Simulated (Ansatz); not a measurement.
# C₂H₅BOSe: a ladder of functionals and wavefunction methods

How much do the methods differ for C₂H₅BOSe? The plan is to run it at one geometry with functionals of several rungs and with coupled cluster. The yardstick is the atomisation energy at the CCSD(T) limit.

Computed with Ansatz 0.2.0, Gaussian basis. Level: functionals in def2-TZVPP, the program's frozen cores in correlated methods.

The runs, in order: PBE-D4, r2SCAN-D4, PBE0-D4, B3LYP-D4, ωB97X-V, ωB97M-V, B2PLYP; CCSD(T)/def2-TZVPP; MP2/def2-QZVPP; extrapolation to the limit.

## (1) Structure used throughout

An earlier PBE0-D4 in a triple-zeta def2 set relaxation fixed the geometry.

10 atoms, charge 0, spin multiplicity 1.

Atoms are counted from 1 here; the program's logs count them from 0.

Bond lengths: C1–C2 1.331 Å, C1–H6 1.085 Å, C1–H7 1.086 Å, C2–B3 1.555 Å, C2–H8 1.093 Å, B3–O4 1.359 Å, B3–Se5 1.957 Å, O4–H9 0.961 Å, Se5–H10 1.466 Å. Angles: C2–C1–H6 122.2°, C2–C1–H7 121.5°, H6–C1–H7 116.2°, C1–C2–B3 126.1°, C1–C2–H8 116.9°, B3–C2–H8 116.9°, C2–B3–O4 121.6°, C2–B3–Se5 124.7°, O4–B3–Se5 113.7°, B3–O4–H9 113.2°, B3–Se5–H10 95.2°.

## (2) PBE-D4 (GGA)

File in.yaml:

```yaml
crystal:
  periodic: [false, false, false]
  atoms:
    - {symbol: C, position_ang: [-0.012218, -1.398602, -0.699195]}
    - {symbol: C, position_ang: [-0.628305, -0.383526, -0.098025]}
    - {symbol: B, position_ang: [0.057975, 0.864698, 0.526540]}
    - {symbol: O, position_ang: [-0.522884, 1.567245, 1.534593]}
    - {symbol: Se, position_ang: [1.794044, 1.575966, -0.030210]}
    - {symbol: H, position_ang: [-0.551173, -2.264077, -1.071476]}
    - {symbol: H, position_ang: [1.065733, -1.411367, -0.830689]}
    - {symbol: H, position_ang: [-1.712576, -0.459852, 0.014763]}
    - {symbol: H, position_ang: [-1.358264, 1.192337, 1.825442]}
    - {symbol: H, position_ang: [1.950669, 0.666178, -1.168744]}
basis:
  gaussian: {orbitals: def2-TZVPP}
hamiltonian: {xc: pbe, dispersion: d4}
output: {forces: true, orbitals: {seedname: orbitals}}
```

On the command line:

```bash
$ ansatz run in.yaml --threads 4 --pin off --events-out ev --progress --plain --max-ram 10444MiB
```

The runs that follow: r2SCAN-D4 (meta-GGA); PBE0-D4 (hybrid); B3LYP-D4 (hybrid); ωB97X-V (range-separated); ωB97M-V (range-separated); B2PLYP (double hybrid); CCSD(T) in def2-TZVPP; MP2 in def2-QZVPP.

**Question.** What will the summary of the whole plan be? Wanted: atomisation energy, CCSD(T)/CBS; farthest; mean size of error, hybrid; mean size of error, range-separated; gap, smallest and largest; T1 diagnostic; triples share of the correlation energy.

**Answer**, as computed:

| quantity | value |
| --- | --- |
| atomisation energy, CCSD(T)/CBS | 41.400 eV |
| functionals within 0.414 eV (1.0 %) | r2SCAN-D4, PBE0-D4, B3LYP-D4, ωB97X-V, ωB97M-V, B2PLYP |
| farthest | PBE-D4 (+1.112 eV) |
| mean size of error, hybrid | 0.135 eV |
| mean size of error, range-separated | 0.047 eV |
| gap, smallest and largest | 3.67 eV (PBE-D4), 10.14 eV (ωB97X-V) |
| T1 diagnostic | 0.0120 |
| triples share of the correlation energy | 4.0 % |

**Reading.** PBE-D4 misses by +1.112 eV. Double hybrids carry the basis error of their MP2 part in triple zeta, and no dispersion term here, so their miss is partly the set-up's. The reference freezes the cores and leaves out relativity and excitations past (T), and its outer-core shells are covered unevenly, so misses under about 0.414 eV can't be ranked. All levels share the lack of spin-orbit coupling, which lowers the free heavy atoms and so the true binding. Hartree-Fock recovers 73 % of the binding; the rest is correlation. The gap grows from 3.7 to 10.1 eV across the functionals, mostly with the share of exact exchange. Correlated methods include outer-core shells of Se, which these sets cover unevenly.
